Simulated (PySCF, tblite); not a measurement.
**C5H5Cl2NSi: geometry, infrared bands and NMR shifts**

What infrared bands and NMR shifts should C5H5Cl2NSi (`N#CC1=C(CCl)[C@H]1[SiH2]Cl`) show?

Computed with tblite 0.8.0 and PySCF 2.14.0, with density-fitted response routines of our own, on a single molecule in the gas phase. Atoms are numbered from 0 throughout.

### 1 The starting structure

14 atoms, charge 0, multiplicity 1; geometry from: force field or distance geometry start.

Bonds of the start (Å): N0–C1 1.14, C1–C2 1.45, C2–C3 1.31, C3–C4 1.51, C4–Cl5 1.76, C3–C6 1.48, C6–Si7 1.85, Si7–Cl8 2.07, C6–C2 1.49, C4–H9 1.11, C4–H10 1.13, C6–H11 1.09, Si7–H12 1.48, Si7–H13 1.48.

### 2 Relaxing the molecule with GFN2-xTB

The job: settings as JSON, then the geometry in Å.

```
{"job": {"kind": "relax", "xc": "GFN2-xTB", "basis": "xTB"}, "charge": 0, "multiplicity": 1}
N     -0.364700     3.372000    -1.214800
C     -0.154500     2.281100    -0.973100
C      0.115700     0.899200    -0.638100
C      0.833700    -0.053600    -0.104800
C      2.038900    -0.539800     0.673100
Cl     3.013600     0.873700     1.055000
C     -0.408700    -0.490100    -0.769900
Si    -1.964500    -0.723500     0.211600
Cl    -1.649500    -1.040900     2.232500
H      1.730000    -1.128300     1.564800
H      2.665100    -1.210400     0.008200
H     -0.322300    -0.957700    -1.753400
H     -2.765100     0.520500     0.095100
H     -2.768300    -1.802700    -0.408300
```

Command:

```
> OMP_NUM_THREADS=1 python probes_run.py task.json out
```

This one command runs all jobs of the session in turn.

**Question.** This job is followed by: GFN2-xTB harmonic vibrations, gas phase; GIAO PBE0/pcSseg-1 NMR shielding, non-relativistic, gas phase. What will the session give for the following? strongest single infrared mode (GFN2-xTB); zero-point energy (GFN2-xTB); 13C shifts against TMS (PBE0/pcSseg-1); 1H shifts against TMS (PBE0/pcSseg-1); 15N shifts against NH3 (PBE0/pcSseg-1); 35Cl shifts against HCl (PBE0/pcSseg-1); 29Si shifts against TMS (PBE0/pcSseg-1); surface potential, 1st and 99th percentile.

The runs gave:

```
                                 quantity                               value
strongest single infrared mode (GFN2-xTB)               2336 cm⁻¹, 301 km/mol
             zero-point energy (GFN2-xTB)                       50.7 kcal/mol
   13C shifts against TMS (PBE0/pcSseg-1)  142.4, 114.6, 92.8, 49.7, 23.6 ppm
    1H shifts against TMS (PBE0/pcSseg-1)    5.33, 5.22, 5.02, 4.78, 1.62 ppm
   15N shifts against NH3 (PBE0/pcSseg-1)                           356.0 ppm
  35Cl shifts against HCl (PBE0/pcSseg-1)                        114, -71 ppm
  29Si shifts against TMS (PBE0/pcSseg-1)                           -15.5 ppm
    surface potential, 1st and 99th percentile                  -1.57 V and 1.68 V
```

What this shows: Relaxing lowered the energy by 0.419 eV in 48 steps; the close pair that moved most is C1–C2, from 1.447 to 1.372 Å. The lowest mode is slightly imaginary (11i cm⁻¹), a soft motion within the noise of the Hessian, so the minimum is not strictly shown. The strongest single mode, at 2336 cm⁻¹, moves mainly C1 and N0. Unscaled tight-binding wavenumbers are off by several per cent, some by more. Its intensities can rank the bands wrongly. At PBE0/pcSseg-1: The widest tensor belongs to Cl5: span 444 ppm, with a paramagnetic part of -309 ppm. By nearest atom (PBE0/pcSseg-1), the HOMO sits on C2, C3 about 22 % each; N0 14 % and the LUMO on C3 33 %; C2 22 %.
